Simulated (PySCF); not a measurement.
**TcCl2: sextet, from a PBE0 minimum start**

Where does sextet TcCl2 go from a PBE0 minimum start, is the end point a minimum, and what are its modes, charges and moments?

Computed with PySCF 2.14.0. Level: PBE0, basis Tc def2-SVP with ECP28, Cl def2-SVP, scalar-relativistic core potentials, no spin–orbit coupling, density fitting.

**1. The starting structure**

3 atoms, charge 0, spin multiplicity 6.

Bond lengths: Tc1–Cl2 2.300 Å, Tc1–Cl3 2.300 Å. Angles: Cl2–Tc1–Cl3 180.0°.

```xyz
3
charge 0 multiplicity 6
Tc    0.0000    0.0000    0.0000
Cl    2.2996    0.0000    0.0000
Cl   -2.2996    0.0000    0.0000
```

**2. First SCF at the start**

One driver script runs all steps and calls PySCF; scf.py shows how it sets up the SCF of each step. The optimiser is the driver's own. After this first run the driver tries any further starts and a stability analysis.

File scf.py:

```python
from pyscf import gto, scf, dft
mol = gto.M(atom='''
Tc    -0.000000     0.000000     0.000000
Cl     2.299572    -0.000000    -0.000000
Cl    -2.299572     0.000000     0.000000''',
    basis={'Tc': 'def2-SVP', 'Cl': 'def2-SVP'},
    ecp={'Tc': 'def2-SVP'},
    charge=0, spin=5)
mf = dft.UKS(mol, xc='PBE0')
mf.grids.atom_grid = (50, 194)
aux = {'Tc': 'def2-universal-JKFIT', 'Cl': 'def2-universal-JKFIT'}
mf = mf.density_fit(auxbasis=aux)
mf.conv_tol = 1e-08
mf.diis_space = 10
mf.max_cycle = 60
mf.init_guess = 'minao'
mf.verbose = 4
mf.kernel()
```

Launch:

```sh
OMP_NUM_THREADS=2 python axn.py task.json out
```

What it wrote:

```text
init E= -992.118998857424
[... the frontier-level lines of each cycle are left out ...]
cycle= 1 E= -1000.61233699496  delta_E= -8.49  |g|= 0.271  |ddm|=  2.2
cycle= 2 E= -1000.64846344297  delta_E= -0.0361  |g|= 0.181  |ddm|= 0.633
cycle= 3 E= -1000.66469567209  delta_E= -0.0162  |g|= 0.0282  |ddm|= 0.266
cycle= 4 E= -1000.66476846047  delta_E= -7.28e-05  |g|= 0.0385  |ddm|= 0.0796
cycle= 5 E= -1000.66567681097  delta_E= -0.000908  |g|= 0.00339  |ddm|= 0.0541
cycle= 6 E= -1000.66569689685  delta_E= -2.01e-05  |g|= 0.000713  |ddm|= 0.014
cycle= 7 E= -1000.66569754127  delta_E= -6.44e-07  |g|= 0.000243  |ddm|= 0.00203
cycle= 8 E= -1000.66569760709  delta_E= -6.58e-08  |g|= 1.86e-05  |ddm|= 0.000643
cycle= 9 E= -1000.66569760752  delta_E= -4.28e-10  |g|= 2.58e-06  |ddm|= 4.95e-05
Extra cycle  E= -1000.66569760752  delta_E= -2.5e-12  |g|= 2.42e-06  |ddm|= 7.37e-06
converged SCF energy = -1000.66569760752  <S^2> = 8.7613321  2S+1 = 6.0037762
```

This step, with its further starts and checks, ran for 9.5 s (2 threads of Arm Neoverse N1, shared host).

The starts that the driver tried:

```csv
start,energy (Eh)
the minimal-basis guess,-1000.665698
a thermally smeared density,-1000.665698
a smeared PBE density,-1000.665698
```

No lower solution of this spin turned up from the other starts or in the test of internal stability.

**3. Relaxing the sextet from the PBE0 minimum start**

The program finds D∞h symmetry in the start, which this walk keeps.

Edit scf.py of step 2 so:

```diff
@@ -3,2 +3,2 @@
-Tc    -0.000000     0.000000     0.000000
-Cl     2.299572    -0.000000    -0.000000
+Tc     0.000000     0.000000     0.000000
+Cl     2.299572     0.000000     0.000000
@@ -16 +15,0 @@
-mf.init_guess = 'minao'
```

Energy and gradient, step by step:

```csv
step,energy (Eh),change (kJ/mol),largest symmetric gradient (Eh/bohr)
0,-1000.665698,0.00,0.00005
```

The walk took 1.7 s.

Geometry (Å) and forces (eV/Å) at some steps:

```
step 0
Tc   0.000   0.000   0.000   0.000   0.000   0.000
Cl   2.300   0.000   0.000   0.002   0.000   0.000
Cl  -2.300   0.000   0.000  -0.002   0.000   0.000
```

It settles in D∞h symmetry, 0.0 kJ/mol below the start, after 0 steps: Tc–Cl 2.300 Å (×2); Cl–Tc–Cl 180.0°.

**4. Vibrations and properties at this point**

The point is checked on the finer grid, and tightened if its gradient asks for it. The Hessian and the dipole derivatives come from central differences of analytic gradients, with steps of 0.02 bohr.

Edit scf.py of step 3 so:

```diff
@@ -10 +10 @@
-mf.grids.atom_grid = (50, 194)
+mf.grids.atom_grid = (75, 302)
@@ -13 +13 @@
-mf.conv_tol = 1e-08
+mf.conv_tol = 1e-10
```

The driver hands on the density of the step before, so the log starts near convergence.

Log of the central SCF (cycles and frontier levels):

```text
init E= -1000.66567714665
[... the frontier-level lines of each cycle are left out ...]
cycle= 1 E= -1000.66567714665  delta_E= 4.55e-13  |g|= 6.56e-07  |ddm|= 1.37e-06
Extra cycle  E= -1000.66567714665  delta_E= 1.14e-12  |g|= 1.12e-06  |ddm|= 2.31e-06
converged SCF energy = -1000.66567714665  <S^2> = 8.7613319  2S+1 = 6.0037761
```

The whole step took 17 s.

Geometry: D∞h; Tc–Cl 2.300 Å (×2); Cl–Tc–Cl 180.0°.

Modes, for the most abundant isotopes:

```json
{"symmetry": "πu", "ω (cm⁻¹)": "56", "IR (km/mol)": "18.7", "μ (u)": "47.76", "type": "bend"}
{"symmetry": "σg+", "ω (cm⁻¹)": "346", "IR (km/mol)": "0.0", "μ (u)": "34.97", "type": "stretch"}
{"symmetry": "σu+", "ω (cm⁻¹)": "421", "IR (km/mol)": "132", "μ (u)": "47.76", "type": "stretch"}
```

No imaginary mode, so this is a minimum.

Properties at this point:

| Item | Value |
| --- | --- |
| Dipole moment | 0.00 D |
| Highest occupied level | -7.70 eV |
| Lowest empty level | -3.42 eV |
| Rotational constants | 0.04558 cm⁻¹ |
| Zero-point energy | 5.3 kJ/mol |
| Principal polarisabilities | 36.4, 36.4, 80.8 bohr³ |
| Atomisation energy without zero-point energy | 832 kJ/mol |
| Principal traceless quadrupole moments about the centre of mass | -14.15, 7.07, 7.07 D Å |
| Entropy at 298.15 K and 1 bar (electronic part: spin only) | 307.5 J/(mol K) |
| Heat capacity Cp at 298.15 K | 58.2 J/(mol K) |
| Enthalpy at 298.15 K above 0 K | 14.72 kJ/mol |
| Rotational symmetry number | 2 |
| Spin squared ⟨S²⟩ | 8.761 |

Charges (e) and bond orders:

| atom | Mulliken | Löwdin | polar tensor | spin (Mulliken) | Mayer order to Tc1 |
| --- | --- | --- | --- | --- | --- |
| Tc1 | 0.54 | -0.07 | 1.20 | 4.76 | – |
| Cl2,3 | -0.27 | 0.04 | -0.60 | 0.12 | 1.18 |

Mulliken populations on Tc1 (outside its core potential): s 2.62, p 6.41, d 5.43, f 0.01.

**5. What came out**

| quantity | value |
| --- | --- |
| minimum | sextet, D∞h |
| geometry | Tc–Cl 2.300 Å (×2); Cl–Tc–Cl 180.0° |
| wavenumbers (cm⁻¹) | 56 (πu), 346 (σg+), 421 (σu+) |
| dipole moment | 0.00 D |
| highest occupied, lowest empty level (either spin) | -7.70, -3.42 eV |
| polar-tensor charge of Tc1 | +1.20 e |
| zero-point energy | 5.3 kJ/mol |
| entropy at 298.15 K | 307.5 J/(mol K) |
| atomisation energy (no zero-point energy) | 832 kJ/mol |
| ⟨S²⟩ | 8.761 |

The molecule stays D∞h, as typed, and the end point is a minimum. In the infrared the band at 421 cm⁻¹ (σu+, stretch) leads. Tc1 has a polar-tensor charge of +1.2 e (a dipole derivative, not a static charge), yet symmetry cancels the bond dipoles. Most of the spin sits on Tc1 (Mulliken spin 4.76, against 5 for the whole molecule). Only this shape and spin were tried, so other structures or states may lie lower. Open d and f shells are described by one determinant, and the ground state may have another occupation or spin.

The search up to here took 29 s.
